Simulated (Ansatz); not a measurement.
# CH5ClSn: how energies converge with the basis set

An exercise on one series of results from a longer session: the logs are not shown, and one member is left open.

Program: Ansatz 0.2.0, Gaussian basis. Level of theory: one geometry, several basis sets. These are calculated values, not measurements.

Plan: PBE0-D4/def2-SVP; ωB97M-V/def2-SVP; PBE0-D4/def2-QZVPP; ωB97M-V/def2-QZVPP; the functionals' def2-TZVPP values are taken from earlier runs.

## The geometry

An earlier PBE0-D4 in a triple-zeta def2 set relaxation fixed the geometry. Sn takes the def2 core potential; no spin-orbit term is included.

SMILES `[CH3][SnH2][Cl]`, 8 atoms, charge 0, spin multiplicity 1.

Atoms are counted from 1 here; the program's logs count them from 0.

Bond lengths: C1–Sn2 2.127 Å, C1–H4 1.089 Å, C1–H5 1.091 Å, C1–H6 1.089 Å, Sn2–Cl3 2.342 Å, Sn2–H7 1.705 Å, Sn2–H8 1.705 Å. Angles: Sn2–C1–H4 109.2°, Sn2–C1–H5 110.1°, Sn2–C1–H6 109.3°, H4–C1–H5 109.4°, H4–C1–H6 109.3°, H5–C1–H6 109.4°, C1–Sn2–Cl3 105.7°, C1–Sn2–H7 113.7°, C1–Sn2–H8 113.6°, Cl3–Sn2–H7 105.5°, Cl3–Sn2–H8 105.5°, H7–Sn2–H8 111.9°.

The first run:

Input file in.yaml:

```yaml
crystal:
  periodic: [false, false, false]
  atoms:
    - {symbol: C, position_ang: [-0.880966, 0.739230, -0.218141]}
    - {symbol: Sn, position_ang: [0.578780, -0.747384, 0.208358]}
    - {symbol: Cl, position_ang: [2.652789, 0.282896, -0.142744]}
    - {symbol: H, position_ang: [-0.759303, 1.077435, -1.246545]}
    - {symbol: H, position_ang: [-1.883171, 0.329377, -0.087507]}
    - {symbol: H, position_ang: [-0.743765, 1.582656, 0.457569]}
    - {symbol: H, position_ang: [0.588390, -1.249358, 1.837860]}
    - {symbol: H, position_ang: [0.539445, -2.071951, -0.864653]}
basis:
  gaussian: {orbitals: def2-SVP}
hamiltonian: {xc: pbe0, dispersion: d4}
output: {orbitals: {seedname: orbitals}}
```

Among the steps run: PBE0-D4 in def2-SVP; ωB97M-V in def2-SVP; PBE0-D4 in def2-QZVPP; ωB97M-V in def2-QZVPP.

One table of the session follows, with a row left open; its other results are not shown here.

It belongs to the step «Density functionals: the series». 

| functional | basis | HOMO (eV) |
| --- | --- | --- |
| PBE0-D4 | def2-SVP | -8.13 |
| PBE0-D4 | def2-TZVPP | -8.30 |
| PBE0-D4 | def2-QZVPP | -8.33 |
| ωB97M-V | def2-SVP | -10.30 |
| ωB97M-V | def2-TZVPP | ? |
| ωB97M-V | def2-QZVPP | -10.53 |

**Question.** Estimate the row for ωB97M-V, def2-TZVPP.

As computed: HOMO (eV): -10.50. In the column «HOMO (eV)» it lies between ωB97M-V, def2-QZVPP (-10.53) and ωB97M-V, def2-SVP (-10.30).
